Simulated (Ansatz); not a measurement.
# GaC+ (triplet): correlated methods under varied settings, part 2 of 2

Ansatz 0.2.0, Gaussian basis; the settings change from run to run.

### Step 9. CCSD(T) on UHF/def2-SVP

The input, in.yaml:

```yaml
crystal:
  periodic: [false, false, false]
  atoms:
    - {symbol: C, position_ang: [0.000000, 0.000000, 0.000000]}
    - {symbol: Ga, position_ang: [0.000000, 0.000000, 1.987400]}
basis:
  gaussian: {orbitals: def2-SVP}
total_charge: 1
magnetization: {spin_polarized: true, initial_magnetization: 2}
correlation: {method: ccsd_t, electrons: outside_noble_gas, diis_vectors: 12}
output: {forces: true}
```

Started as:

```console
$ ansatz run in.yaml --threads 1 --pin off --events-out ev --progress --plain --max-ram 2393MiB
```

What it wrote:

```text
Functional definition: HF
  name "HF"
  cite "Fock, Z. Phys. 61, 126 (1930) doi:10.1007/BF01340294"
  parent pbe
  exchange = exact_x
  correlation = 0
463 factors; integrals over basis functions are off by at most 1.1e-3 eV
mean field evaluation 1: about -53341.3918 eV, gradient 1.8e1 eV
mean field evaluation 2: about -53341.4360 eV, gradient 1.8e1 eV
mean field evaluation 4: about -53344.6456 eV, gradient 2.7e0 eV
mean field evaluation 8: about -53345.0348 eV, gradient 1.5e0 eV
mean field evaluation 16: about -53345.4896 eV, gradient 5.4e-5 eV
mean field evaluation 32: about -53345.4896 eV, gradient 1.8e-6 eV
mean field evaluation 64: about -53344.4703 eV, gradient 1.4e0 eV
mean field evaluation 96: about -53344.5992 eV, gradient 2.8e-1 eV
mean field evaluation 128: about -53344.5972 eV, gradient 5.6e-1 eV
mean field evaluation 160: about -53344.6805 eV, gradient 1.8e-6 eV
mean field evaluation 192: about -53344.0524 eV, gradient 5.7e0 eV
mean field evaluation 224: about -53343.4992 eV, gradient 1.0e1 eV
mean field evaluation 256: about -53341.0064 eV, gradient 1.2e1 eV
mean field evaluation 288: about -53344.7651 eV, gradient 9.7e-2 eV
mean field evaluation 320: about -53344.7651 eV, gradient 9.6e-2 eV
mean field evaluation 352: about -53344.7587 eV, gradient 1.4e-1 eV
mean field evaluation 384: about -53344.6805 eV, gradient 6.8e-4 eV
mean field evaluation 416: about -53344.0829 eV, gradient 2.6e0 eV
mean field evaluation 448: about -53344.7680 eV, gradient 2.1e-4 eV
mean field evaluation 480: about -53341.8402 eV, gradient 8.3e0 eV
mean field evaluation 512: about -53344.6100 eV, gradient 2.5e-1 eV
mean field evaluation 544: about -53344.5734 eV, gradient 4.4e-1 eV
mean field evaluation 576: about -53344.5964 eV, gradient 1.8e-1 eV
mean field evaluation 608: about -53343.0414 eV, gradient 1.3e-3 eV
mean field evaluation 640: about -53341.7226 eV, gradient 5.5e-2 eV
mean field evaluation 672: about -53341.7228 eV, gradient 2.3e-3 eV
mean field evaluation 704: about -53341.0588 eV, gradient 5.9e0 eV
mean field evaluation 736: about -53339.3173 eV, gradient 1.6e1 eV
mean field evaluation 768: about -53344.6601 eV, gradient 5.1e-1 eV
mean field evaluation 800: about -53343.0408 eV, gradient 1.3e-1 eV
mean field evaluation 832: about -53341.4822 eV, gradient 8.2e0 eV
mean field evaluation 864: about -53340.4609 eV, gradient 1.3e-2 eV
mean field evaluation 896: about -53340.2592 eV, gradient 1.5e0 eV
mean field evaluation 928: about -53341.7227 eV, gradient 3.3e-2 eV
mean field evaluation 960: about -53341.7228 eV, gradient 8.7e-4 eV
mean field evaluation 992: about -53341.0520 eV, gradient 2.8e0 eV
mean field evaluation 1024: about -53344.6757 eV, gradient 2.4e-1 eV
mean field evaluation 1056: about -53343.0045 eV, gradient 9.3e-1 eV
mean field evaluation 1088: about -53343.0398 eV, gradient 1.7e-1 eV
mean field evaluation 1120: about -53344.6141 eV, gradient 2.9e-1 eV
mean field evaluation 1152: about -53344.5535 eV, gradient 5.1e-1 eV
mean field evaluation 1184: about -53344.5888 eV, gradient 2.9e-1 eV
mean field evaluation 1216: about -53338.2653 eV, gradient 1.4e1 eV
mean field evaluation 1248: about -53344.7206 eV, gradient 3.3e-1 eV
mean field -53345.48962839 eV, -1960.4105849718 hartree, gradient 2.5e-6 eV, S^2 2.695206; 14 other end points of the search recorded, 0 dependent functions left out
determinant -53345.48962839 eV, -1960.4105849718 hartree, with singles and doubles -53348.35390548 eV, -1960.5158452133 hartree
determinant -53344.76795434 eV, -1960.3840639395 hartree, with singles and doubles -53348.03135494 eV, -1960.5039916997 hartree
determinant -53344.72300592 eV, -1960.3824121157 hartree, with singles and doubles -53348.20643896 eV, -1960.5104259188 hartree
determinant -53344.68053083 eV, -1960.3808511848 hartree, with singles and doubles -53347.93672710 eV, -1960.5005141906 hartree
determinant -53343.04142411 eV, -1960.3206151241 hartree, with singles and doubles -53346.17632260 eV, -1960.4358205184 hartree
determinant -53345.48962839 eV, -1960.4105849718 hartree, with singles and doubles -53348.44019438 eV, -1960.5190162719 hartree
determinant -53344.76795434 eV, -1960.3840639395 hartree, with singles and doubles -53348.30924919 eV, -1960.5142041250 hartree
determinant -53344.72300592 eV, -1960.3824121157 hartree, with singles and doubles -53348.41539323 eV, -1960.5181048467 hartree
determinant -53344.68053083 eV, -1960.3808511848 hartree, with singles and doubles -53347.93710930 eV, -1960.5005282364 hartree
15 core orbitals not correlated: weight in the atoms' cores, before any rotation towards them, 0.996 or more for the frozen orbitals, at most 0.003 for the correlated occupied ones
reference -53345.48962839 eV, -1960.4105849718 hartree; 4, 2 occupied and 27, 29 virtual orbitals, 463 factors
second order -2.10301664 eV of doubles, -0.00000000 eV of singles
cycle   1  -2.95056539 eV  change    5.9e-7 eV  update   5.6e-6
cycle   2  -2.95056557 eV  change   -1.8e-7 eV  update   5.0e-6
cycle   3  -2.95056630 eV  change   -7.2e-7 eV  update   3.7e-6
cycle   4  -2.95056860 eV  change   -2.3e-6 eV  update   2.7e-6
cycle   5  -2.95056903 eV  change   -4.3e-7 eV  update   1.5e-6
cycle   6  -2.95056913 eV  change   -9.4e-8 eV  update   6.8e-7
perturbative correction -0.15158093 eV, -0.0055704963 hartree
the calculation of the forces begins
Total energy: -53348.59177845 eV, -1960.5245868836 hartree
Atom 0 at     0.000000     0.000000     0.000000 Å, force    -0.000000     0.000000    -0.609509 eV/Å
Atom 1 at     0.000000     0.000000     1.987400 Å, force     0.000000    -0.000000     0.609509 eV/Å
Dipole moment:    -0.000000     0.000000     0.253315 e Å
```

Wall time 15 s (1 thread of Arm Neoverse V1, shared host).

From the report: ⟨S²⟩ of the determinant 2.695 (pure triplet: 2.00); correlation -3.1022 eV; T1 0.081; largest double amplitude 0.17. The determinant is far from a pure spin state, so its energy mixes those of several spin states (harmless only where they are near-degenerate, as at dissociation).

### Step 10. BCCD(T) on ROHF/cc-pVTZ

The input, in.yaml:

```yaml
crystal:
  periodic: [false, false, false]
  atoms:
    - {symbol: C, position_ang: [0.000000, 0.000000, 0.000000]}
    - {symbol: Ga, position_ang: [0.000000, 0.000000, 1.987400]}
basis:
  gaussian: {orbitals: cc-pVTZ}
total_charge: 1
magnetization: {spin_polarized: false, initial_magnetization: 2}
correlation: {method: bccd_t, electrons: outside_noble_gas}
accuracy: high
```

The command is unchanged.

What it wrote:

```text
Functional definition: HF
  name "HF"
  cite "Fock, Z. Phys. 61, 126 (1930) doi:10.1007/BF01340294"
  parent pbe
  exchange = exact_x
  correlation = 0
1009 factors; integrals over basis functions are off by at most 4.0e-9 eV
mean field evaluation 1: about -53350.6355 eV, gradient 2.5e1 eV
mean field evaluation 2: about -53350.7024 eV, gradient 2.5e1 eV
mean field evaluation 4: about -53352.7262 eV, gradient 1.1e1 eV
mean field evaluation 8: about -53353.6873 eV, gradient 2.0e0 eV
mean field evaluation 16: about -53353.7567 eV, gradient 2.8e-8 eV
mean field evaluation 32: about -53353.7566 eV, gradient 2.7e-2 eV
mean field evaluation 64: about -53353.5696 eV, gradient 1.9e-3 eV
mean field evaluation 96: about -53349.3869 eV, gradient 1.7e-8 eV
mean field evaluation 128: about -53353.7522 eV, gradient 1.4e-1 eV
mean field evaluation 160: about -53353.7559 eV, gradient 6.1e-2 eV
mean field evaluation 192: about -53351.3530 eV, gradient 9.4e0 eV
mean field evaluation 224: about -53353.7538 eV, gradient 1.8e-1 eV
mean field evaluation 256: about -53339.1358 eV, gradient 3.2e1 eV
mean field evaluation 288: about -53353.5680 eV, gradient 3.1e-1 eV
mean field evaluation 320: about -53347.3053 eV, gradient 1.0e1 eV
mean field evaluation 352: about -53350.4988 eV, gradient 2.7e0 eV
mean field evaluation 384: about -53353.4357 eV, gradient 1.9e0 eV
mean field evaluation 416: about -53353.5696 eV, gradient 3.2e-3 eV
mean field evaluation 448: about -53349.2776 eV, gradient 1.2e0 eV
mean field evaluation 480: about -53350.6166 eV, gradient 7.9e-1 eV
mean field evaluation 512: about -53348.1968 eV, gradient 1.6e0 eV
mean field evaluation 544: about -53340.2394 eV, gradient 3.1e1 eV
mean field evaluation 576: about -53349.1140 eV, gradient 8.1e-3 eV
mean field evaluation 608: about -53353.5696 eV, gradient 2.6e-2 eV
mean field evaluation 640: about -53349.2706 eV, gradient 1.3e-2 eV
mean field evaluation 672: about -53349.2706 eV, gradient 2.5e-1 eV
mean field -53353.75665311 eV, -1960.7143925265 hartree, gradient 2.0e-8 eV, S^2 2.000000; 15 other end points of the search recorded, 0 dependent functions left out
mean field evaluation 704: about -53354.5152 eV, gradient 1.5e-4 eV
mean field evaluation 736: about -53354.5152 eV, gradient 6.4e-3 eV
mean field evaluation 768: about -53354.0592 eV, gradient 1.3e0 eV
mean field evaluation 800: about -53353.8525 eV, gradient 9.5e-1 eV
mean field evaluation 832: about -53353.7166 eV, gradient 7.3e-1 eV
mean field evaluation 864: about -53353.7615 eV, gradient 3.5e-1 eV
mean field evaluation 896: about -53353.9166 eV, gradient 1.5e-3 eV
mean field evaluation 928: about -53353.8093 eV, gradient 1.1e0 eV
determinant -53353.75665311 eV, -1960.7143925265 hartree, with singles and doubles -53358.18026433 eV, -1960.8769572407 hartree
determinant -53353.56963498 eV, -1960.7075197372 hartree, with singles and doubles -53357.65417518 eV, -1960.8576238210 hartree
determinant -53350.63393198 eV, -1960.5996346418 hartree, with singles and doubles -53354.61721590 eV, -1960.7460176258 hartree
determinant -53349.38691257 eV, -1960.5538075236 hartree, with singles and doubles -53354.08191281 eV, -1960.7263456003 hartree
determinant -53353.75665311 eV, -1960.7143925265 hartree, with singles and doubles -53358.08194038 eV, -1960.8733439019 hartree
determinant -53353.56963498 eV, -1960.7075197372 hartree, with singles and doubles -53357.57910053 eV, -1960.8548648782 hartree
mean field evaluation 960: about -53353.7567 eV, gradient 5.1e-3 eV
determinant -53353.33138889 eV, -1960.6987643549 hartree, with singles and doubles -53358.15926744 eV, -1960.8761856190 hartree
determinant -53353.33138889 eV, -1960.6987643549 hartree, with singles and doubles -53358.05091884 eV, -1960.8722038815 hartree
unrestricted determinant -53354.51518155 eV, -1960.7422679326 hartree, S^2 2.6543
15 core orbitals not correlated: weight in the atoms' cores, before any rotation towards them, 0.994 or more for the frozen orbitals, at most 0.006 for the correlated occupied ones
reference -53353.75665311 eV, -1960.7143925265 hartree; 4, 2 occupied and 54, 56 virtual orbitals, 1009 factors
second order -3.28091691 eV of doubles, -0.10641375 eV of singles
cycle   1  -4.31283021 eV  change    1.2e-2 eV  update   3.0e-2
cycle   2  -4.31460173 eV  change   -1.8e-3 eV  update   1.2e-2
cycle   3  -4.30683469 eV  change    7.8e-3 eV  update   8.9e-3
cycle   4  -4.30256015 eV  change    4.3e-3 eV  update   6.5e-3
cycle   5  -4.30671065 eV  change   -4.2e-3 eV  update   4.5e-3
cycle   6  -4.30516118 eV  change    1.5e-3 eV  update   2.5e-3
cycle   7  -4.30471030 eV  change    4.5e-4 eV  update   1.5e-3
cycle   8  -4.30384244 eV  change    8.7e-4 eV  update   9.4e-4
cycle   9  -4.30364799 eV  change    1.9e-4 eV  update   5.4e-4
cycle  10  -4.30349461 eV  change    1.5e-4 eV  update   2.3e-4
cycle  11  -4.30339015 eV  change    1.0e-4 eV  update   1.2e-4
cycle  12  -4.30335234 eV  change    3.8e-5 eV  update   5.6e-5
cycle  13  -4.30330217 eV  change    5.0e-5 eV  update   2.4e-5
cycle  14  -4.30330716 eV  change   -5.0e-6 eV  update   8.7e-6
cycle  15  -4.30330554 eV  change    1.6e-6 eV  update   4.2e-6
cycle  16  -4.30330437 eV  change    1.2e-6 eV  update   2.0e-6
cycle  17  -4.30330559 eV  change   -1.2e-6 eV  update   8.8e-7
cycle  18  -4.30330512 eV  change    4.7e-7 eV  update   4.4e-7
cycle  19  -4.30330496 eV  change    1.6e-7 eV  update   1.7e-7
cycle  20  -4.30330507 eV  change   -1.1e-7 eV  update   1.0e-7
cycle  21  -4.30330516 eV  change   -9.0e-8 eV  update   7.6e-8
cycle  22  -4.30330516 eV  change    1.9e-9 eV  update   5.5e-8
cycle  23  -4.30330455 eV  change    6.1e-7 eV  update   1.5e-7
cycle  24  -4.30330458 eV  change   -3.3e-8 eV  update   7.2e-8
cycle  25  -4.30330455 eV  change    3.1e-8 eV  update   3.9e-8
cycle  26  -4.30330454 eV  change    9.3e-9 eV  update   2.1e-8
cycle  27  -4.30330454 eV  change    3.2e-9 eV  update   9.0e-9
cycle  28  -4.30330454 eV  change   4.4e-10 eV  update   3.6e-9
cycle  29  -4.30330454 eV  change   4.5e-11 eV  update   2.3e-9
cycle  30  -4.30330454 eV  change   5.4e-10 eV  update   1.1e-9
cycle  31  -4.30330454 eV  change   1.3e-10 eV  update  5.2e-10
cycle  32  -4.30330454 eV  change  -6.1e-11 eV  update  1.7e-10
perturbative correction -0.23662062 eV, -0.0086956474 hartree
Total energy: -53358.29657827 eV, -1960.8812316989 hartree
```

It took 37 s on 1 thread of Arm Neoverse V1, shared host; peak memory 0.39 GiB.

From the report: correlation -4.5399 eV; largest double amplitude 0.18.

### Step 11. All runs side by side

Where basis and cores are those of an earlier RCCSDT(Q)/cc-pVTZ run (-53358.3755 eV), and the state is the same kind, the miss against it is given. † marks a result that the program doubts.

```
                                level         correlated  functions  energy (eV)  from RCCSDT(Q) (meV)   time
                 CCSD on ROHF/6-31G †  outside noble gas         38  -53346.3230                        3.7 s
 CASSCF(2,4)/cc-pVDZ (relativity set)                            41  -53761.3999                        4.4 s
                CCSDT(Q) on UHF/6-31G  outside noble gas         38  -53346.4652                          3 s
                  MP2 on ROHF/cc-pVDZ                all         41  -53355.1841                          2 s
CCSDT(Q)/B/STO-3G (on B3LYP orbitals)  outside noble gas         23  -52732.1851                        2.4 s
                          CISDT/6-31G  outside noble gas         38  -53346.3716                        2.2 s
                          HF/def2-SVP                            46  -53344.6075                        1.5 s
              CCSD(T) on UHF/def2-SVP  outside noble gas         46  -53348.5918                         15 s
              BCCD(T) on ROHF/cc-pVTZ  outside noble gas         73  -53358.2966                  78.9   37 s
```

### Step 12. What came out

This closing draws on all 2 parts.

```
quantity                          value
    runs                              9
quickest             HF/def2-SVP, 1.5 s
 slowest  BCCD(T) on ROHF/cc-pVTZ, 37 s
```

**Reading.** Total energies in different bases, with other cores or another treatment of relativity can't be set against each other. BCCD(T) on ROHF/cc-pVTZ took 24 times as long as HF/def2-SVP; the jobs differ in more than the method.
